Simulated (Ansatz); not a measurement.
**F₂H₆N₂OSi₂: a ladder of functionals and wavefunction methods**

Aim: compute F₂H₆N₂OSi₂ with functionals from several rungs and with coupled cluster. The yardstick is the atomisation energy at the CCSD(T) limit.

Program: Ansatz 0.2.0, Gaussian basis. Level of theory: functionals in def2-TZVPP, the program's frozen cores in correlated methods. These are calculated values, not measurements.

Plan: LDA (SPW92), PBE-D4, revPBE-D4, BLYP-D4, r2SCAN-D4, B97M-V, PBE0-D4, B3LYP-D4, r2SCANh-D4, r2SCAN0-D4, HSE06-D4, BHLYP-D4, CAM-B3LYP-D4, LC-ωPBE, ωB97X-V, ωB97M-V, B2PLYP, PBE-QIDH; CCSD(T)/def2-SVP; CCSD(T)/def2-TZVPP; MP2/def2-QZVPP; extrapolation to the limit; RPA on PBE.

## (1) Structure used throughout

All runs share one geometry, relaxed beforehand with PBE0-D4 in a triple-zeta def2 set.

SMILES `N[Si@@H](F)O[Si@@H](N)F`, 13 atoms, charge 0, spin multiplicity 1.

Atoms are counted from 1 here; the program's logs count them from 0.

Bond lengths: N1–Si2 1.690 Å, N1–H8 1.007 Å, N1–H9 1.006 Å, Si2–F3 1.599 Å, Si2–O4 1.622 Å, Si2–H10 1.473 Å, O4–Si5 1.622 Å, Si5–N6 1.690 Å, Si5–F7 1.599 Å, Si5–H11 1.473 Å, N6–H12 1.007 Å, N6–H13 1.006 Å. Angles: Si2–N1–H8 121.3°, Si2–N1–H9 121.4°, H8–N1–H9 112.1°, N1–Si2–F3 114.0°, N1–Si2–O4 107.2°, N1–Si2–H10 110.3°, F3–Si2–O4 106.7°, F3–Si2–H10 105.6°, O4–Si2–H10 113.2°, Si2–O4–Si5 148.3°, O4–Si5–N6 107.1°, O4–Si5–F7 106.7°, O4–Si5–H11 113.2°, N6–Si5–F7 114.0°, N6–Si5–H11 110.3°, F7–Si5–H11 105.6°, Si5–N6–H12 121.3°, Si5–N6–H13 121.4° and more.

## (2) LDA

This LDA is Slater exchange with PW92 correlation.

in.yaml reads:

```yaml
crystal:
  periodic: [false, false, false]
  atoms:
    - {symbol: N, position_ang: [-0.039094, -1.598760, 2.109700]}
    - {symbol: Si, position_ang: [0.915010, -1.097172, 0.808667]}
    - {symbol: F, position_ang: [1.298331, -2.270361, -0.207359]}
    - {symbol: O, position_ang: [0.046422, -0.016956, -0.032788]}
    - {symbol: Si, position_ang: [-0.144430, 0.835642, -1.398820]}
    - {symbol: N, position_ang: [-1.288130, 2.037705, -1.080109]}
    - {symbol: F, position_ang: [1.298392, 1.398906, -1.794535]}
    - {symbol: H, position_ang: [-1.032940, -1.725373, 2.011917]}
    - {symbol: H, position_ang: [0.342168, -2.157934, 2.854152]}
    - {symbol: H, position_ang: [2.197506, -0.559112, 1.294390]}
    - {symbol: H, position_ang: [-0.575154, 0.012059, -2.541808]}
    - {symbol: H, position_ang: [-1.320014, 2.507169, -0.190220]}
    - {symbol: H, position_ang: [-1.677767, 2.599287, -1.818389]}
basis:
  gaussian: {orbitals: def2-TZVPP}
hamiltonian: {xc: lda}
output: {orbitals: {seedname: orbitals}}
```

The run is started by

```bash
> ansatz run in.yaml --threads 2 --pin off --events-out ev --progress --plain --max-ram 32768MiB --backend cpu
```

After this run come: PBE-D4 (GGA); revPBE-D4 (GGA); BLYP-D4 (GGA); r2SCAN-D4 (meta-GGA); B97M-V (meta-GGA); B3LYP-D4 (hybrid); r2SCANh-D4 (hybrid); r2SCAN0-D4 (hybrid); HSE06-D4 (hybrid); BHLYP-D4 (hybrid); CAM-B3LYP-D4 (range-separated); LC-ωPBE (range-separated); ωB97X-V (range-separated); ωB97M-V (range-separated); B2PLYP (double hybrid); PBE-QIDH (double hybrid); CCSD(T) in def2-SVP; CCSD(T) in def2-TZVPP; MP2 in def2-QZVPP; RPA on PBE orbitals.

Before running them: what should the planned runs give, taken together? Wanted: atomisation energy, CCSD(T)/CBS; farthest beyond LDA; mean size of error, GGA; mean size of error, meta-GGA; mean size of error, hybrid; mean size of error, range-separated; mean size of error, double hybrid; gap, smallest and largest; T1 diagnostic.

As calculated:

| quantity | value |
| --- | --- |
| atomisation energy, CCSD(T)/CBS | 53.479 eV |
| functionals within 0.267 eV (0.5 %) | PBE-D4, CAM-B3LYP-D4, ωB97X-V, ωB97M-V |
| farthest beyond LDA | BHLYP-D4 (-2.000 eV) |
| mean size of error, GGA | 0.606 eV |
| mean size of error, meta-GGA | 0.405 eV |
| mean size of error, hybrid | 1.122 eV |
| mean size of error, range-separated | 0.215 eV |
| mean size of error, double hybrid | 0.961 eV |
| gap, smallest and largest | 6.40 eV (BLYP-D4), 13.92 eV (LC-ωPBE) |
| T1 diagnostic | 0.0111 |
| triples share of the correlation energy | 3.2 % |

In words: LDA overbinds by 7.107 eV (13 %). PBE-D4 is off by +0.119 eV. Double hybrids carry the basis error of their MP2 part in triple zeta, and no dispersion term here, so their miss is partly the set-up's. Taken by rung, range-separated functionals do best (0.215 eV on average) and hybrid ones worst beyond LDA (1.122 eV). The mean of the hybrids holds BHLYP, with half exact exchange. Misses under about 0.267 eV are within the doubt on the reference itself, which lacks core-valence correlation, relativity and higher excitations. Hartree-Fock recovers 71 % of the binding; the rest is correlation. CCSD(T) in def2-SVP is off by -5.127 eV, worse than the median functional, from the basis alone. Orbital gaps span 6.4 to 13.9 eV; exact exchange widens them.
